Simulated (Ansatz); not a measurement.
# AlFH3NO2Si: how energies converge with the basis set

The task here is to estimate one member of a computed series from the others.

Program: Ansatz 0.2.0, Gaussian basis. Level of theory: one geometry, several basis sets. These are calculated values, not measurements.

Plan: PBE0-D4/def2-SVP; ωB97M-V/def2-SVP; PBE0-D4/def2-QZVPP; ωB97M-V/def2-QZVPP; the functionals' def2-TZVPP values are taken from earlier runs.

## The relaxed structure

The geometry comes from an earlier relaxation with PBE0-D4 in a triple-zeta def2 set; it is a stationary point, not always the lowest conformer.

SMILES `O[Si]1(O)[NH][Al]1[F]`, 9 atoms, charge 0, spin multiplicity 1.

Atoms are counted from 1 here; the program's logs count them from 0.

Bond lengths: O1–Si2 1.645 Å, O1–H7 0.959 Å, Si2–O3 1.635 Å, Si2–N4 1.731 Å, Si2–Al5 2.295 Å, O3–H8 0.960 Å, N4–Al5 1.789 Å, N4–H9 1.013 Å, Al5–F6 1.646 Å. Angles: Si2–O1–H7 116.5°, O1–Si2–O3 102.6°, O1–Si2–N4 119.8°, O1–Si2–Al5 130.2°, O3–Si2–N4 115.2°, O3–Si2–Al5 126.3°, N4–Si2–Al5 50.4°, Si2–O3–H8 115.5°, Si2–N4–Al5 81.3°, Si2–N4–H9 130.0°, Al5–N4–H9 148.4°, Si2–Al5–N4 48.2°, Si2–Al5–F6 177.9°, N4–Al5–F6 133.8°.

As a file:

```xyz
9

O     0.63057   -0.95604    1.55789
Si    0.46417   -0.22710    0.09238
O     1.42646   -1.13503   -0.86852
N    -1.11715    0.08995   -0.53740
Al   -0.51410    1.77273   -0.46320
F    -1.16088    3.23312   -0.85975
H     0.17831   -0.54201    2.29467
H     2.02703   -1.72811   -0.41100
H    -1.84589   -0.55393   -0.82217
```

Set-up of the first run:

The input, in.yaml:

```yaml
crystal:
  periodic: [false, false, false]
  atoms:
    - {symbol: O, position_ang: [0.630571, -0.956037, 1.557894]}
    - {symbol: Si, position_ang: [0.464171, -0.227098, 0.092382]}
    - {symbol: O, position_ang: [1.426456, -1.135026, -0.868522]}
    - {symbol: N, position_ang: [-1.117154, 0.089955, -0.537401]}
    - {symbol: Al, position_ang: [-0.514099, 1.772730, -0.463200]}
    - {symbol: F, position_ang: [-1.160883, 3.233123, -0.859746]}
    - {symbol: H, position_ang: [0.178306, -0.542011, 2.294666]}
    - {symbol: H, position_ang: [2.027027, -1.728105, -0.411003]}
    - {symbol: H, position_ang: [-1.845894, -0.553930, -0.822172]}
basis:
  gaussian: {orbitals: def2-SVP}
hamiltonian: {xc: pbe0, dispersion: d4}
output: {orbitals: {seedname: orbitals}}
```

Command:

```console
ansatz run in.yaml --threads 4 --pin off --events-out ev --progress --plain --max-ram 10444MiB
```

Steps of the session up to this table: PBE0-D4 in def2-SVP; ωB97M-V in def2-SVP; PBE0-D4 in def2-QZVPP; ωB97M-V in def2-QZVPP.

One of the session's tables, all rows but one given; the rest of the session is left out.

It belongs to the step «Density functionals: the series». 

| functional | basis | HOMO (eV) |
| --- | --- | --- |
| PBE0-D4 | def2-SVP | -6.58 |
| PBE0-D4 | def2-TZVPP | ? |
| PBE0-D4 | def2-QZVPP | -6.79 |
| ωB97M-V | def2-SVP | -8.54 |
| ωB97M-V | def2-TZVPP | -8.72 |
| ωB97M-V | def2-QZVPP | -8.79 |

Q: Estimate the row for PBE0-D4, def2-TZVPP from the others.

**Answer.** HOMO (eV): -6.73. In the column «HOMO (eV)» it lies between PBE0-D4, def2-QZVPP (-6.79) and PBE0-D4, def2-SVP (-6.58).
